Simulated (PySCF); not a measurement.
# Al2F4H4N2 ((F2Al-mu-NH2)2): the cost of one run

The runs use PySCF 2.14.0, with density-fitted response routines of our own; the level of theory stands in each step. All values are computed, except where a source is named. Atoms are numbered from 0 throughout.

## 1. The molecule as given

12 atoms, charge 0, multiplicity 1; geometry from: GFN2-xTB. The atoms were then displaced at random by about 0.03 Å, so the start is not that level's minimum.

Bonds of the start (Å): Al0–F1 1.61, Al0–F2 1.61, Al0–N3 1.96, Al0–N7 2.01, N3–Al4 2.01, N3–H8 1.01, N3–H9 0.91, Al4–F5 1.62, Al4–F6 1.66, Al4–N7 1.96, N7–H10 1.00, N7–H11 1.06.

## 2. Optimising the geometry at PBE0-D3(BJ)/def2-SVP

Job settings and geometry (Å):

```
{"job": {"xc": "PBE0", "basis": "def2-SVP", "d3": "d3bj", "grid": 1, "maxiter": 40, "shake": 0.03, "kind": "geom"}, "charge": 0, "multiplicity": 1}
Al     0.771790    -0.635060     1.002230
F      2.006940     0.249980     1.532160
F      0.148380    -2.021380     1.538010
N      0.904900    -0.645070    -0.957600
Al    -0.723520     0.532790    -1.021260
F     -2.038500    -0.255920    -1.547200
F     -0.186290     2.004060    -1.561880
N     -0.759100     0.668020     0.931970
H      0.648410    -1.557080    -1.297250
H      1.655700    -0.297430    -1.330690
H     -0.666660     1.567440     1.370290
H     -1.646580     0.306910     1.392220
```

Started as:

```console
$ OMP_NUM_THREADS=1 python probes_run.py task.json out
```

One launch serves the whole session: the jobs run in the order shown.

**Question.** How long does this first job take on 1 thread of Arm Neoverse N1, shared host, and how much memory does it need?

About 2.1 min, with a peak of 0.61 GiB.
